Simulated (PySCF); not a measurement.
# NiS2: the cost of one run

Method: each script names its method and basis; program: PySCF 2.14.0.

1 further run of the same task is left out (it didn't finish).

## (1) The starting structure

NiS2 (quintet): 3 atoms, charge 0, spin multiplicity 5.

Bond lengths: Ni1–S2 2.106 Å, Ni1–S3 2.106 Å. Angles: S2–Ni1–S3 180.0°.

Coordinates:

| atom | x (Å) | y (Å) | z (Å) |
| --- | --- | --- | --- |
| Ni1 | 0.0000 | 0.0000 | 0.0000 |
| S2 | 2.1062 | 0.0000 | 0.0000 |
| S3 | -2.1062 | 0.0000 | 0.0000 |

## (2) The base run

File input.py:

```python
from pyscf import gto, scf

mol = gto.M(
    atom='Ni 0 0 0; S 2.1062 0 0; S -2.1062 0 0',
    basis='6-31g',
    charge=0,
    spin=4,
    verbose=4,
)
mf = scf.UHF(mol)
mf = mf.density_fit(auxbasis='def2-universal-jkfit')
mf = mf.newton()
mf.kernel()
mf.dip_moment()
print('orbital energies (hartree):', [e[max(0, n-3):n+3].round(4) for e, n in zip(mf.mo_energy, mol.nelec)])
```

On the command line:

```
OMP_NUM_THREADS=1 python input.py
```

Q: Estimate wall time and peak memory on 1 thread of Arm Neoverse N1, shared host.

About 25 s, with a peak of 0.13 GiB.
